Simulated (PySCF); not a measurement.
**ZrOBr: relaxation and vibrations of the doublet**

Where does doublet ZrOBr go from a linear start, is the end point a minimum, and what are its modes, charges and moments?

Computed with PySCF 2.14.0. Level: PBE0, basis Zr def2-TZVP with ECP28, O def2-TZVP, Br def2-TZVP, scalar-relativistic core potentials, no spin–orbit coupling, density fitting.

## Step 1: Where the work starts

3 atoms, charge 0, spin multiplicity 2.

Bond lengths: Zr1–O2 1.840 Å, Zr1–Br3 2.680 Å. Angles: O2–Zr1–Br3 180.0°.

```xyz
3
charge 0 multiplicity 2
Zr    0.0000    0.0000    0.0000
O     0.0000    0.0000   -1.8400
Br    0.0000    0.0000    2.6800
```

## Step 2: First SCF at the start

The steps below are one call of a driver around PySCF. For each, scf.py gives the equivalent set-up of the SCF; relaxations use the driver's own optimiser. After this first run the driver tries any further starts and a stability analysis.

The input, scf.py:

```python
from pyscf import gto, scf, dft
mol = gto.M(atom='''
Zr     0.000000     0.000000     0.000000
O      0.000000     0.000000    -1.840000
Br     0.000000     0.000000     2.680000''',
    basis={'Zr': 'def2-TZVP', 'O': 'def2-TZVP', 'Br': 'def2-TZVP'},
    ecp={'Zr': 'def2-TZVP'},
    charge=0, spin=1)
mf = dft.UKS(mol, xc='PBE0')
mf.grids.atom_grid = (50, 194)
aux = {'Zr': 'def2-universal-JKFIT', 'O': 'def2-universal-JKFIT', 'Br': 'def2-universal-JKFIT'}
mf = mf.density_fit(auxbasis=aux)
mf.conv_tol = 1e-08
mf.diis_space = 10
mf.max_cycle = 60
mf.init_guess = 'minao'
mf.verbose = 4
mf.kernel()
```

Launch:

```
$ OMP_NUM_THREADS=4 python axn.py task.json out
```

The program printed:

```text
init E= -2689.55587113999
[... the frontier-level lines of each cycle are left out ...]
cycle= 1 E= -2695.59295839878  delta_E= -6.04  |g|= 1.01  |ddm|= 3.28
cycle= 2 E= -2686.56541327774  delta_E= 9.03  |g|= 2.29  |ddm|= 4.58
cycle= 3 E= -2695.40422713148  delta_E= -8.84  |g|= 1.27  |ddm|=  4.4
cycle= 4 E= -2695.78955896385  delta_E= -0.385  |g|= 0.824  |ddm|= 0.317
cycle= 5 E= -2696.10565984739  delta_E= -0.316  |g|= 0.225  |ddm|= 0.476
cycle= 6 E= -2696.12327887917  delta_E= -0.0176  |g|= 0.121  |ddm|= 0.276
cycle= 7 E= -2696.12750521649  delta_E= -0.00423  |g|= 0.019  |ddm|= 0.0749
cycle= 8 E= -2696.12768128613  delta_E= -0.000176  |g|= 0.00256  |ddm|= 0.0154
cycle= 9 E= -2696.12768989188  delta_E= -8.61e-06  |g|= 0.0023  |ddm|= 0.00503
cycle= 10 E= -2696.12769464893  delta_E= -4.76e-06  |g|= 0.000791  |ddm|= 0.0027
cycle= 11 E= -2696.12769595569  delta_E= -1.31e-06  |g|= 0.000736  |ddm|= 0.00228
cycle= 12 E= -2696.12769628223  delta_E= -3.27e-07  |g|= 0.000207  |ddm|= 0.000588
cycle= 13 E= -2696.1276963388  delta_E= -5.66e-08  |g|= 4.96e-05  |ddm|= 0.000409
cycle= 14 E= -2696.12769634246  delta_E= -3.65e-09  |g|= 1.39e-05  |ddm|= 0.000114
Extra cycle  E= -2696.12769634242  delta_E= 3.77e-11  |g|= 3.12e-05  |ddm|= 3.52e-05
converged SCF energy = -2696.12769634242  <S^2> = 0.76024443  2S+1 = 2.0102183
```

This step, with its further starts and checks, took 16 s on 4 threads of Intel Xeon Platinum 8488C (Sapphire Rapids), shared host.

The starts that the driver tried:

```tsv
start	energy (Eh)
the minimal-basis guess	-2696.127696
a thermally smeared density	-2696.127694
a smeared PBE density	-2696.113745
```

No lower solution of this spin turned up from the other starts or in the test of internal stability.

## Step 3: Relaxing the doublet from the linear start

The program finds C∞v symmetry in the start, which this walk keeps. Threshold on the gradient: 0.0003 Eh/bohr, with a further test on the energy change.

Changes to scf.py since step 2:

```diff
@@ -3,3 +3,3 @@
-Zr     0.000000     0.000000     0.000000
-O      0.000000     0.000000    -1.840000
-Br     0.000000     0.000000     2.680000''',
+Zr     0.000000     0.000000    -0.985134
+O      0.000000     0.000000    -2.825134
+Br     0.000000     0.000000     1.694866''',
@@ -16 +15,0 @@
-mf.init_guess = 'minao'
```

The optimiser's trace:

```tsv
step	energy (Eh)	change (kJ/mol)	largest symmetric gradient (Eh/bohr)
0	-2696.127696	0.00	0.06887
1	-2696.134512	-17.89	0.00045
2	-2696.134512	-17.90	0.00017
```

The walk took 7.4 s.

Geometry (Å) and forces (eV/Å) at some steps:

```
step 0
Zr   0.000   0.000  -0.985   0.000   0.000  -3.242
O    0.000   0.000  -2.825   0.000   0.000   3.542
Br   0.000   0.000   1.695   0.000   0.000  -0.300
step 1
Zr   0.000   0.000  -1.013   0.000   0.000  -0.023
O    0.000   0.000  -2.756   0.000   0.000   0.006
Br   0.000   0.000   1.654   0.000   0.000   0.017
step 2
Zr   0.000   0.000  -1.013   0.000   0.000  -0.009
O    0.000   0.000  -2.757   0.000   0.000   0.000
Br   0.000   0.000   1.654   0.000   0.000   0.009
```

After 2 steps and 17.9 kJ/mol it ends at C∞v: Zr–Br 2.667 Å, Zr–O 1.744 Å; Br–Zr–O 180.0°.

## Step 4: Hessian and properties

On the finer grid the gradient is checked again; gradients at displacements of ±0.02 bohr then give force constants and infrared intensities.

Changes to scf.py since step 3:

```diff
@@ -3,3 +3,3 @@
-Zr     0.000000     0.000000    -0.985134
-O      0.000000     0.000000    -2.825134
-Br     0.000000     0.000000     1.694866''',
+Zr     0.000000     0.000000    -0.988644
+O      0.000000     0.000000    -2.732068
+Br    -0.000000    -0.000000     1.680264''',
@@ -10 +10 @@
-mf.grids.atom_grid = (50, 194)
+mf.grids.atom_grid = (75, 302)
@@ -13 +13 @@
-mf.conv_tol = 1e-08
+mf.conv_tol = 1e-10
```

This SCF starts from the last density.

Log of the central SCF (cycles and frontier levels):

```text
init E= -2696.1344746743
[... the frontier-level lines of each cycle are left out ...]
cycle= 1 E= -2696.13447467428  delta_E= 1.55e-11  |g|= 4.17e-06  |ddm|= 3.32e-06
Extra cycle  E= -2696.13447467423  delta_E= 5.37e-11  |g|= 1.23e-05  |ddm|= 8.1e-06
converged SCF energy = -2696.13447467423  <S^2> = 0.75819298  2S+1 = 2.0081763
```

The whole step took 45 s.

Geometry: C∞v; Zr–Br 2.669 Å, Zr–O 1.743 Å; Br–Zr–O 180.0°.

Modes, for the most abundant isotopes:

| symmetry | ω (cm⁻¹) | IR (km/mol) | μ (u) | type |
| --- | --- | --- | --- | --- |
| π | 109i | 109 | 22.79 | bend |
| σ+ | 224 | 30.7 | 66.64 | stretch |
| σ+ | 947 | 364 | 18.16 | stretch |

With 2 modes imaginary (up to 109i cm⁻¹) this point is a saddle.

Constants and moments:

| Property | Result |
| --- | --- |
| Dipole moment | 0.60 D |
| Highest occupied level | -5.60 eV |
| Lowest empty level | -3.23 eV |
| Rotational constants | 0.0392 cm⁻¹ |
| Zero-point energy (real modes) | 7.0 kJ/mol |
| Principal polarisabilities | 47.9, 47.9, 82.7 bohr³ |
| Atomisation energy without zero-point energy | 1108 kJ/mol |
| Principal traceless quadrupole moments about the centre of mass | -23.22, 11.61, 11.61 D Å |
| Spin squared ⟨S²⟩ | 0.758 |

Populations by atom (charges in e):

```tsv
atom	Mulliken	Löwdin	polar tensor	spin (Mulliken)	Mayer order to Zr1
Zr1	1.12	0.47	1.92	1.13	–
O2	-0.59	-0.34	-1.19	-0.11	2.11
Br3	-0.53	-0.14	-0.73	-0.03	0.84
```

Outer orbital energies (eV). α occupied: -20.27, -9.77, -9.28, -9.28, -8.02, -8.02, -7.88, -5.60; empty: -3.23, -2.27, -0.98, -0.98. β occupied: -23.77, -20.30, -9.82, -9.32, -9.32, -8.04, -8.04, -7.92; empty: -2.60, -1.97, -1.53, -0.59.

Mulliken populations on Zr1 (outside its core potential): s 2.15, p 6.21, d 2.44, f 0.07.

## Step 5: Downhill along the imaginary mode

The start is the last point, displaced along its most imaginary mode.

The program finds Cs symmetry in the start, which this walk keeps. The walk stops when the largest gradient is under 0.0003 Eh/bohr and the energy has settled too.

Changes to scf.py since step 4:

```diff
@@ -3,3 +3,3 @@
-Zr     0.000000     0.000000    -0.988644
-O      0.000000     0.000000    -2.732068
-Br    -0.000000    -0.000000     1.680264''',
+Zr     0.002570     0.073487    -0.988756
+O     -0.008737    -0.249847    -2.732180
+Br    -0.001157    -0.033079     1.680152''',
@@ -10 +10 @@
-mf.grids.atom_grid = (75, 302)
+mf.grids.atom_grid = (50, 194)
@@ -13 +13 @@
-mf.conv_tol = 1e-10
+mf.conv_tol = 1e-08
```

Energy and gradient, step by step:

```tsv
step	energy (Eh)	change (kJ/mol)	largest symmetric gradient (Eh/bohr)
0	-2696.134894	0.00	0.02568
1	-2696.136154	-3.31	0.00637
2	-2696.137479	-6.79	0.01067
3	-2696.140166	-13.84	0.01200
4	-2696.144797	-26.00	0.01724
5	-2696.147398	-32.83	0.03582
6	-2696.148756	-36.40	0.04904
7	-2696.150718	-41.55	0.04773
8	-2696.155659	-54.52	0.03602
9	-2696.157925	-60.47	0.02611
10	-2696.159311	-64.11	0.00760
11	-2696.159370	-64.26	0.00598
12	-2696.159438	-64.44	0.00014
13	-2696.159438	-64.44	0.00002
```

The walk took 47 s.

End point (Cs, 13 steps, 64.4 kJ/mol gained): Zr–Br 2.513 Å, Zr–O 1.721 Å; Br–Zr–O 110.5°.

## Step 6: Is it a minimum? Harmonic modes

As before: finer grid, then central differences.

Changes to scf.py since step 5:

```diff
@@ -3,3 +3,3 @@
-Zr     0.002570     0.073487    -0.988756
-O     -0.008737    -0.249847    -2.732180
-Br    -0.001157    -0.033079     1.680152''',
+Zr     0.018403     0.526270    -0.886256
+O     -0.025418    -0.726877    -2.064699
+Br    -0.015775    -0.451117     1.425520''',
@@ -10 +10 @@
-mf.grids.atom_grid = (50, 194)
+mf.grids.atom_grid = (75, 302)
@@ -13 +13 @@
-mf.conv_tol = 1e-08
+mf.conv_tol = 1e-10
```

Log of the central SCF (cycles and frontier levels):

```text
init E= -2696.15923377931
[... the frontier-level lines of each cycle are left out ...]
cycle= 1 E= -2696.1592337793  delta_E= 7.73e-12  |g|= 3.53e-06  |ddm|= 5.31e-06
Extra cycle  E= -2696.15923377928  delta_E= 1.91e-11  |g|= 1.09e-05  |ddm|= 7.82e-06
converged SCF energy = -2696.15923377928  <S^2> = 0.7539155  2S+1 = 2.0039117
```

The whole step took 72 s on 4 threads of Intel Xeon Platinum 8488C (Sapphire Rapids), shared host.

Geometry: Cs; Zr–Br 2.510 Å, Zr–O 1.721 Å; Br–Zr–O 110.3°.

Harmonic modes (main isotopes):

```
symmetry  ω (cm⁻¹)  IR (km/mol)  μ (u)     type
      a'       154          4.0  20.50     bend
      a'       285         53.0  74.25    mixed
      a'       991          231  18.27  stretch
```

Every mode is real; the point is a minimum.

Properties at this point:

```
Dipole moment                                                   : 5.14 D
Highest occupied level                                          : -5.46 eV
Lowest empty level                                              : -2.74 eV
Rotational constants                                            : 0.53, 0.05321, 0.04835 cm⁻¹
Zero-point energy                                               : 8.6 kJ/mol
Principal polarisabilities                                      : 77.8, 117.9, 122.6 bohr³
Atomisation energy without zero-point energy                    : 1173 kJ/mol
Principal traceless quadrupole moments about the centre of mass : -13.71, 0.98, 12.73 D Å
Entropy at 298.15 K and 1 bar (electronic part: spin only)      : 308.6 J/(mol K)
Heat capacity Cp at 298.15 K                                    : 49.9 J/(mol K)
Enthalpy at 298.15 K above 0 K                                  : 12.84 kJ/mol
Rotational symmetry number                                      : 1
Spin squared ⟨S²⟩                                               : 0.754
```

Charges (e) and bond orders:

```csv
atom,Mulliken,Löwdin,polar tensor,spin (Mulliken),Mayer order to Zr1
Zr1,0.95,0.24,1.49,1.09,–
O2,-0.54,-0.30,-0.90,-0.05,2.20
Br3,-0.41,0.05,-0.59,-0.03,1.01
```

Outer orbital energies (eV). α occupied: -20.77, -9.87, -9.52, -9.44, -9.16, -8.54, -8.19, -5.46; empty: -2.74, -2.67, -1.40, -0.76. β occupied: -23.87, -20.79, -9.85, -9.50, -9.48, -9.17, -8.55, -8.20; empty: -2.66, -2.07, -1.90, -0.73.

Mulliken populations on Zr1 (outside its core potential): s 2.59, p 6.19, d 2.20, f 0.07.

## Step 7: All stationary points

| spin | group | bonds | imaginary modes (cm⁻¹) | ΔE (kJ/mol) | with zero-point energy |
| --- | --- | --- | --- | --- | --- |
| doublet | Cs | Zr–Br 2.510 Å, Zr–O 1.721 Å | none | 0.0 | 0.0 |
| doublet | C∞v | Zr–Br 2.669 Å, Zr–O 1.743 Å | 109i, 109i | 65.0 | – |

## Step 8: Results

| quantity | value |
| --- | --- |
| minimum | doublet, Cs |
| geometry | Zr–Br 2.510 Å, Zr–O 1.721 Å; Br–Zr–O 110.3° |
| wavenumbers (cm⁻¹) | 154 (a'), 285 (a'), 991 (a') |
| dipole moment | 5.14 D |
| highest occupied, lowest empty level (either spin) | -5.46, -2.74 eV |
| polar-tensor charge of Zr1 | +1.49 e |
| zero-point energy | 8.6 kJ/mol |
| entropy at 298.15 K | 308.6 J/(mol K) |
| atomisation energy (no zero-point energy) | 1173 kJ/mol |
| ⟨S²⟩ | 0.754 |

What this shows: From C∞v at the start the molecule goes to a Cs minimum, after a stop at a second-order saddle point 65.0 kJ/mol higher, from which it was pushed off along an imaginary mode. The strongest infrared band lies at 991 cm⁻¹ (a', stretch). With 5.1 D the molecule is strongly polar. Most of the spin sits on Zr1 (Mulliken spin 1.09, against 1 for the whole molecule). Only this shape and spin were tried, so other structures or states may lie lower. Open d and f shells are described by one determinant, and the ground state may have another occupation or spin.

The search up to here took 3.1 min.
